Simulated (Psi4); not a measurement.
**DCT/def2-SV(P) (density fitting, core potential, dct functional odc-06) run of CdClF (SMILES [F][Cd][Cl])**

Wanted: the energy of CdClF. The job is set up through a Python script.

The results are computed with Psi4 1.11.

2 further runs of the same task are left out: 2 that didn't finish.

## (1) The molecule

CdClF has 3 atoms, charge 0, and is taken as a singlet. As SMILES, `[F][Cd][Cl]`. Geometry: relaxed at PBE0-D4/def2-TZVP.

Bond lengths: F1–Cd2 1.929 Å, Cd2–Cl3 2.252 Å. Angles: F1–Cd2–Cl3 180.0°.

## (2) The energy at DCT/def2-SV(P) (density fitting, core potential, dct functional odc-06)

Input file cdclf.xyz:

```xyz
3
CdClF
F     -0.475000     1.959600    -0.054300
Cd    -0.028500     0.083200    -0.007000
Cl     0.492600    -2.107400     0.048100
```

Input file calc.py:

```python
import psi4

psi4.set_memory('1600 MB')
psi4.set_num_threads(1)
psi4.core.set_output_file('output.dat', False)

with open('cdclf.xyz') as f:
    atoms = ''.join(f.readlines()[2:])
molecule = psi4.geometry('0 1\n' + atoms + 'symmetry c1')

options = {'dct_functional': 'odc-06'}
psi4.set_options(options)

energy_value, wavefunction = psi4.energy('dct/def2-SV(P)', molecule=molecule, return_wfn=True)
print('E =', round(energy_value, 9))
```

Started as:

```
$ python calc.py
```

**Question.** What will come out? Wanted: total energy; HOMO energy; LUMO energy; HOMO–LUMO gap.

Computed results:

At DCT/def2-SV(P) (density fitting, core potential, dct functional odc-06):

```
                             quantity          value
                         total energy  -726.05861 Eh
  HOMO energy (Hartree–Fock orbitals)      -12.15 eV
  LUMO energy (Hartree–Fock orbitals)        0.94 eV
HOMO–LUMO gap (Hartree–Fock orbitals)       13.09 eV
```
